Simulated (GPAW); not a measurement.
# CsLiCr2Te2S3 in GPAW: the effect of starting spin order

The system is CsLiCr2Te2S3.

```xyz
9
Lattice="3.3193 1.9164 6.8798 -3.3193 1.9164 6.8798 0.0000 -3.8328 6.8798" Properties=species:S:1:pos:R:3 pbc="T T T"
Cs    0.0000    0.0000    0.0000
Li    0.0000    0.0000   10.3197
Cr    0.0000    0.0000   16.4802
Cr    0.0000    0.0000    4.1593
Te    0.0000    0.0000   14.0328
Te    0.0000    0.0000    6.6067
S    -2.4147    0.0000   10.3197
S     1.2074   -2.0912   10.3197
S     1.2074    2.0912   10.3197
```

The cell was built by a generator and needn't be a form met in nature.

Alike in all runs:

```yaml
Program: GPAW 26.7.0
Task: single point
Functional: PBE
Potentials_or_basis: GPAW PAW data sets (gpaw-data 1.2.1)
Cutoff: 800 eV
Basis: pw
k_mesh: 4 × 4 × 4
Occupations: fermi-dirac, width 0.05 eV
```

```tsv
starting spin order	spin	starting moments	energy over the lowest run (meV/atom)	pressure (GPa)	largest force (eV/Å)	final net moment (μB)	final largest site moment (μB)
nm	no spin polarisation	-	?	?	?	?	?
fm	collinear spin, ferromagnetic start	[0.0, 0.0, 3.0, 3.0, 0.0, 0.0, 0.0, 0.0, 0.0] μB	0.0	0.2	0.11	4.00	2.24
afm	collinear spin, antiferromagnetic start	[0.0, 0.0, 3.0, -3.0, 0.0, 0.0, 0.0, 0.0, 0.0] μB	32.9	-0.2	0.19	0.00	1.84
fm  larger moments	collinear spin, ferromagnetic start	[0.0, 0.0, 4.5, 4.5, 0.0, 0.0, 0.0, 0.0, 0.0] μB	0.0	0.2	0.11	4.00	2.24
```

Task: What does the run with starting spin order nm give?

Result: Energy over the lowest run 107.3 meV/atom; pressure -2.0 GPa; largest force 0.62 eV/Å; final net moment 0.00 μB; final largest site moment 0.00 μB.
